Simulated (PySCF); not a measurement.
# Tc²⁺: excitation energies in x2c-QZVPPall, part 2 of 2

Aim: the excitation energy of technetium from differences of total energies, at each level of theory, and how far each lands from the tabulated value where there is one.

PySCF 2.14.0; x2c-QZVPPall, scalar relativity by spin-free X2C-1e. The scripts are equivalent inputs of a driver's runs.

### Step 3. Tc²⁺ [Kr] 4d4 5p1, method by method

UHF:

Contents of input.py:

```python
from pyscf import gto, scf, dft, mp, cc
import basis_set_exchange as bse
mol = gto.M(atom="Tc 0 0 0", charge=2, spin=5, symmetry="D2h",
            basis=gto.basis.parse(bse.get_basis("x2c-QZVPPall", elements=["Tc"], fmt="nwchem", header=False)),
            nucmod="G")
mf = scf.UHF(mol).sfx2c1e()
mf.irrep_nelec = {'Ag': (7, 6), 'B1g': (2, 1), 'B2g': (2, 1), 'B3g': (2, 1), 'B1u': (4, 3), 'B2u': (3, 3), 'B3u': (3, 3)}
mf.kernel()
```

Log:

```text
damping factor = 0
level_shift factor = 0
DIIS = <class 'pyscf.scf.diis.CDIIS'>
diis_start_cycle = 1
diis_space = 10
diis_damp = 0
SCF conv_tol = 1e-09
SCF conv_tol_grad = None
number electrons alpha = 23  beta = 18
cycle= 1 E= -4281.95921012868  delta_E= -0.00444  |g|= 0.0264  |ddm|= 0.0343
cycle= 2 E= -4281.95940535674  delta_E= -0.000195  |g|= 0.00619  |ddm|= 0.00742
cycle= 3 E= -4281.95941723745  delta_E= -1.19e-05  |g|= 0.000496  |ddm|= 0.00287
cycle= 4 E= -4281.9594173276  delta_E= -9.01e-08  |g|= 0.000183  |ddm|= 0.000517
cycle= 5 E= -4281.95941733516  delta_E= -7.57e-09  |g|= 2.12e-05  |ddm|= 0.000193
cycle= 6 E= -4281.95941733572  delta_E= -5.52e-10  |g|= 4.04e-06  |ddm|= 7.37e-05
converged SCF energy = -4281.95941733572  <S^2> = 8.7527607  2S+1 = 6.0009202
```

It used 2.4 s of CPU time after the integrals (shared host).

Orbital energies by shell (radii are means over both spins):

| shell | electrons | mean orbital energy (eV) | spread (eV) | rms radius (bohr) |
| --- | --- | --- | --- | --- |
| 1s β | 1 | -21181.9 | 0 | 0.0394 |
| 1s α | 1 | -21181.9 | 0 | 0.0394 |
| 2s α | 1 | -3119.5 | 0 | 0.162 |
| 2s β | 1 | -3118.4 | 0 | 0.162 |
| 2p α | 3 | -2788.6 | 0.008 | 0.144 |
| 2p β | 3 | -2787.5 | 0.223 | 0.144 |
| 3s α | 1 | -595.48 | 0 | 0.442 |
| 3s β | 1 | -594.91 | 0 | 0.442 |
| 3p α | 3 | -483.82 | 0.386 | 0.446 |
| 3p β | 3 | -483.10 | 0.429 | 0.446 |
| 3d α | 5 | -303.08 | 1.051 | 0.435 |
| 3d β | 5 | -301.50 | 0.532 | 0.435 |
| 4s α | 1 | -114.69 | 0 | 1.13 |
| 4s β | 1 | -108.22 | 0 | 1.13 |
| 4p α | 3 | -81.818 | 1.098 | 1.24 |
| 4p β | 3 | -73.363 | 1.158 | 1.24 |
| 4d α | 4 | -34.774 | 0.818 | 1.65 |
| 5p α | 1 | -17.630 | 0 | 3.61 |

⟨S²⟩ = 8.753, ⟨L²⟩ = 8.03.

Spin-orbit constants on these orbitals (cm⁻¹; bare nucleus, screened nucleus, mean field): 4d 1342, 1030, n/a; 5p 1522, 1451, n/a. To first order in LS coupling the lowest level has J = 1/2 and lies 0.290 eV below the centre of the term.

⟨L²⟩ = 8.03 against 12 for a pure F term, so this real determinant mixes terms.

LDA:

input.py, as changed from the run before:

```diff
@@ -5,3 +5,3 @@
             nucmod="G")
-mf = scf.UHF(mol).sfx2c1e()
+mf = dft.UKS(mol, xc="LDA,VWN").sfx2c1e()
 mf.irrep_nelec = {'Ag': (7, 6), 'B1g': (2, 1), 'B2g': (2, 1), 'B3g': (2, 1), 'B1u': (4, 3), 'B2u': (3, 3), 'B3u': (3, 3)}
```

Log:

```text
damping factor = 0
level_shift factor = 0
DIIS = <class 'pyscf.scf.diis.CDIIS'>
diis_start_cycle = 1
diis_space = 10
diis_damp = 0
SCF conv_tol = 1e-09
SCF conv_tol_grad = None
number electrons alpha = 23  beta = 18
XC functionals = LDA,VWN
    P. A. M. Dirac.,  Math. Proc. Cambridge Philos. Soc. 26, 376 (1930)
    F. Bloch.,  Z. Phys. 57, 545 (1929)
    S. H. Vosko, L. Wilk, and M. Nusair.,  Can. J. Phys. 58, 1200 (1980)
cycle= 1 E= -4279.18240134773  delta_E= -0.0338  |g|= 0.0856  |ddm|= 0.276
cycle= 2 E= -4279.18264883806  delta_E= -0.000247  |g|= 0.0343  |ddm|= 0.0208
cycle= 3 E= -4279.18269622742  delta_E= -4.74e-05  |g|= 0.00435  |ddm|= 0.00846
cycle= 4 E= -4279.18269833976  delta_E= -2.11e-06  |g|= 0.00128  |ddm|= 0.00325
cycle= 5 E= -4279.18269866348  delta_E= -3.24e-07  |g|= 3.9e-05  |ddm|= 0.000871
cycle= 6 E= -4279.18269866385  delta_E= -3.67e-10  |g|= 2.08e-06  |ddm|= 2.79e-05
converged SCF energy = -4279.18269866385  <S^2> = 8.7502588  2S+1 = 6.0000862
```

CPU time 0.84 s on a shared host, the integrals not counted.

PBE:

input.py, as changed from the run before:

```diff
@@ -5,3 +5,3 @@
             nucmod="G")
-mf = dft.UKS(mol, xc="LDA,VWN").sfx2c1e()
+mf = dft.UKS(mol, xc="PBE").sfx2c1e()
 mf.irrep_nelec = {'Ag': (7, 6), 'B1g': (2, 1), 'B2g': (2, 1), 'B3g': (2, 1), 'B1u': (4, 3), 'B2u': (3, 3), 'B3u': (3, 3)}
```

Log:

```text
damping factor = 0
level_shift factor = 0
DIIS = <class 'pyscf.scf.diis.CDIIS'>
diis_start_cycle = 1
diis_space = 10
diis_damp = 0
SCF conv_tol = 1e-09
SCF conv_tol_grad = None
number electrons alpha = 23  beta = 18
XC functionals = PBE
    J. P. Perdew, K. Burke, and M. Ernzerhof.,  Phys. Rev. Lett. 77, 3865 (1996)
    J. P. Perdew, K. Burke, and M. Ernzerhof.,  Phys. Rev. Lett. 78, 1396 (1997)
    J. P. Perdew, K. Burke, and M. Ernzerhof.,  Phys. Rev. Lett. 77, 3865 (1996)
    J. P. Perdew, K. Burke, and M. Ernzerhof.,  Phys. Rev. Lett. 78, 1396 (1997)
cycle= 1 E= -4283.69942722872  delta_E= -0.0219  |g|= 0.0443  |ddm|= 0.248
cycle= 2 E= -4283.69958157572  delta_E= -0.000154  |g|= 0.015  |ddm|= 0.0186
cycle= 3 E= -4283.69959747464  delta_E= -1.59e-05  |g|= 0.000569  |ddm|= 0.00634
cycle= 4 E= -4283.69959753099  delta_E= -5.64e-08  |g|= 0.000431  |ddm|= 0.000718
cycle= 5 E= -4283.6995975632  delta_E= -3.22e-08  |g|= 3.78e-05  |ddm|= 0.000304
cycle= 6 E= -4283.69959756347  delta_E= -2.65e-10  |g|= 3.85e-06  |ddm|= 3.8e-05
converged SCF energy = -4283.69959756347  <S^2> = 8.7505696  2S+1 = 6.0001899
```

CPU time 1.3 s on a shared host, the integrals not counted.

PBE0:

input.py, as changed from the run before:

```diff
@@ -5,3 +5,3 @@
             nucmod="G")
-mf = dft.UKS(mol, xc="PBE").sfx2c1e()
+mf = dft.UKS(mol, xc="PBE0").sfx2c1e()
 mf.irrep_nelec = {'Ag': (7, 6), 'B1g': (2, 1), 'B2g': (2, 1), 'B3g': (2, 1), 'B1u': (4, 3), 'B2u': (3, 3), 'B3u': (3, 3)}
```

Log:

```text
damping factor = 0
level_shift factor = 0
DIIS = <class 'pyscf.scf.diis.CDIIS'>
diis_start_cycle = 1
diis_space = 10
diis_damp = 0
SCF conv_tol = 1e-09
SCF conv_tol_grad = None
number electrons alpha = 23  beta = 18
XC functionals = PBE0
    C. Adamo and V. Barone.,  J. Chem. Phys. 110, 6158 (1999)
    M. Ernzerhof and G. E. Scuseria.,  J. Chem. Phys. 110, 5029 (1999)
cycle= 1 E= -4283.7787909209  delta_E= -0.0129  |g|= 0.0283  |ddm|= 0.182
cycle= 2 E= -4283.77891515731  delta_E= -0.000124  |g|= 0.00651  |ddm|= 0.0225
cycle= 3 E= -4283.77892399923  delta_E= -8.84e-06  |g|= 0.00223  |ddm|= 0.00836
cycle= 4 E= -4283.77892483716  delta_E= -8.38e-07  |g|= 0.000671  |ddm|= 0.00167
cycle= 5 E= -4283.77892490047  delta_E= -6.33e-08  |g|= 3.52e-05  |ddm|= 0.000784
cycle= 6 E= -4283.77892490134  delta_E= -8.69e-10  |g|= 3.36e-06  |ddm|= 0.000131
converged SCF energy = -4283.77892490134  <S^2> = 8.750897  2S+1 = 6.000299
```

CPU time 2.2 s on a shared host, the integrals not counted.

r2SCAN:

input.py, as changed from the run before:

```diff
@@ -5,3 +5,3 @@
             nucmod="G")
-mf = dft.UKS(mol, xc="PBE0").sfx2c1e()
+mf = dft.UKS(mol, xc="R2SCAN").sfx2c1e()
 mf.irrep_nelec = {'Ag': (7, 6), 'B1g': (2, 1), 'B2g': (2, 1), 'B3g': (2, 1), 'B1u': (4, 3), 'B2u': (3, 3), 'B3u': (3, 3)}
```

Log:

```text
damping factor = 0
level_shift factor = 0
DIIS = <class 'pyscf.scf.diis.CDIIS'>
diis_start_cycle = 1
diis_space = 10
diis_damp = 0
SCF conv_tol = 1e-09
SCF conv_tol_grad = None
number electrons alpha = 23  beta = 18
XC functionals = R2SCAN
    J. W. Furness, A. D. Kaplan, J. Ning, J. P. Perdew, and J. Sun.,  J. Phys. Chem. Lett. 11, 8208-8215 (2020)
    J. W. Furness, A. D. Kaplan, J. Ning, J. P. Perdew, and J. Sun.,  J. Phys. Chem. Lett. 11, 9248-9248 (2020)
    J. W. Furness, A. D. Kaplan, J. Ning, J. P. Perdew, and J. Sun.,  J. Phys. Chem. Lett. 11, 8208-8215 (2020)
    J. W. Furness, A. D. Kaplan, J. Ning, J. P. Perdew, and J. Sun.,  J. Phys. Chem. Lett. 11, 9248-9248 (2020)
cycle= 1 E= -4284.10176193101  delta_E= -0.0137  |g|= 0.035  |ddm|= 0.189
cycle= 2 E= -4284.10190227437  delta_E= -0.00014  |g|= 0.0102  |ddm|= 0.0234
cycle= 3 E= -4284.10191146844  delta_E= -9.19e-06  |g|= 0.000724  |ddm|= 0.00699
cycle= 4 E= -4284.10191170939  delta_E= -2.41e-07  |g|= 0.000521  |ddm|= 0.00176
cycle= 5 E= -4284.10191175342  delta_E= -4.4e-08  |g|= 6.43e-05  |ddm|= 0.000452
cycle= 6 E= -4284.10191175473  delta_E= -1.31e-09  |g|= 4.44e-06  |ddm|= 0.000126
cycle= 7 E= -4284.10191175474  delta_E= -1e-11  |g|= 6.38e-07  |ddm|= 1.12e-05
converged SCF energy = -4284.10191175474  <S^2> = 8.7512894  2S+1 = 6.0004298
```

It used 3.1 s of CPU time after the integrals (shared host).

MP2 (valence):

input.py, as changed from the run before:

```diff
@@ -5,4 +5,5 @@
             nucmod="G")
-mf = dft.UKS(mol, xc="R2SCAN").sfx2c1e()
+mf = scf.UHF(mol).sfx2c1e()
 mf.irrep_nelec = {'Ag': (7, 6), 'B1g': (2, 1), 'B2g': (2, 1), 'B3g': (2, 1), 'B1u': (4, 3), 'B2u': (3, 3), 'B3u': (3, 3)}
 mf.kernel()
+mp.UMP2(mf, frozen=18).kernel()
```

No log was kept for this step.

CPU time 0.25 s on a shared host, the integrals not counted.

With 5 electrons correlated, the MP2 correlation energy is -0.05007 hartree (-0.05007 same spin, 0.00000 opposite spin); the SCS form gives -0.01669. Largest pairs of shells: 4d-4d -0.0368, 4d-5p -0.0133, 5p-5p 0.0000.

MP2 (valence and next inner shell):

input.py, as changed from the run before:

```diff
@@ -8,2 +8,2 @@
 mf.kernel()
-mp.UMP2(mf, frozen=18).kernel()
+mp.UMP2(mf, frozen=14).kernel()
```

The driver printed no log here.

CPU time 0.74 s on a shared host, the integrals not counted.

With 13 electrons correlated, the MP2 correlation energy is -0.35409 hartree (-0.11912 same spin, -0.23497 opposite spin); the SCS form gives -0.32167. Largest pairs of shells: 4p-4d -0.1368, 4p-4p -0.0919, 4d-4d -0.0368, 4s-4p -0.0358, 4s-4d -0.0203.

Radial density 4πr²ρ of Tc²⁺ at UHF, without picture-change correction:

| r (bohr) | density | spin density |
| --- | --- | --- |
| 0.000531 | 0.429 | 0.000 |
| 0.000892 | 1.04 | 0.000 |
| 0.00150 | 2.46 | 0.000 |
| 0.00252 | 5.64 | 0.000 |
| 0.00425 | 12.3 | -0.001 |
| 0.00714 | 24.3 | -0.001 |
| 0.0120 | 41.3 | -0.002 |
| 0.0202 | 54.1 | -0.002 |
| 0.0340 | 50.5 | 0.000 |
| 0.0572 | 47.9 | 0.011 |
| 0.0962 | 66.7 | 0.089 |
| 0.162 | 51.2 | 0.423 |
| 0.272 | 48.4 | 0.698 |
| 0.458 | 37.5 | 0.029 |
| 0.770 | 12.2 | 1.192 |
| 1.29 | 9.75 | 3.067 |
| 2.18 | 1.84 | 1.348 |
| 3.66 | 0.349 | 0.348 |
| 6.16 | 0.0359 | 0.036 |
| 10.4 | 0.000114 | 0.000 |

### Step 4. How the shells move

Highest occupied Hartree-Fock shell of each state: Tc²⁺ [Kr] 4d4 5s1 5s α at -23.290 eV; Tc²⁺ [Kr] 4d4 5p1 5p α at -17.630 eV.

### Step 5. Differences of total energies

Excitation energy: Tc²⁺ [Kr] 4d5 (6S) → Tc²⁺ [Kr] 4d4 5s1 (6D).

| method | value (eV) |
| --- | --- |
| UHF | 5.655 |
| LDA | 5.318 |
| PBE | 5.415 |
| PBE0 | 5.639 |
| r2SCAN | 5.593 |
| MP2 (valence) | 5.820 |
| SCS-MP2 (valence) | 5.710 |
| MP2 (valence and next inner shell) | 5.700 |
| SCS-MP2 (valence and next inner shell) | 5.670 |

A first-order spin-orbit estimate (lowest level to lowest level, LS coupling) adds -0.177 eV.

Excitation energy: Tc²⁺ [Kr] 4d5 (6S) → Tc²⁺ [Kr] 4d4 5p1 (high-spin determinant).

| method | value (eV) |
| --- | --- |
| UHF | 11.228 |
| LDA | 11.093 |
| PBE | 11.062 |
| PBE0 | 11.285 |
| r2SCAN | 11.332 |
| MP2 (valence) | 11.534 |
| SCS-MP2 (valence) | 11.330 |
| MP2 (valence and next inner shell) | 11.604 |
| SCS-MP2 (valence and next inner shell) | 11.467 |

A first-order spin-orbit estimate (lowest level to lowest level, LS coupling) adds -0.290 eV.

The differences also use runs on Tc²⁺ [Kr] 4d5 (6S), which are not shown here.

### Step 6. Results

This closing draws on all 2 parts.

| quantity | value |
| --- | --- |
| excitation energy, Tc²⁺ → [Kr] 4d4 5s1 | UHF 5.655, MP2 (valence and next inner shell) 5.700 eV |
| excitation energy, Tc²⁺ → [Kr] 4d4 5p1 | UHF 11.228, MP2 (valence and next inner shell) 11.604 eV |

For the first difference the methods span 0.502 eV, from LDA (5.318) to MP2 (valence) (5.820). No reference value is at hand in this session. All values hold for this basis alone; no basis-set limit was taken.
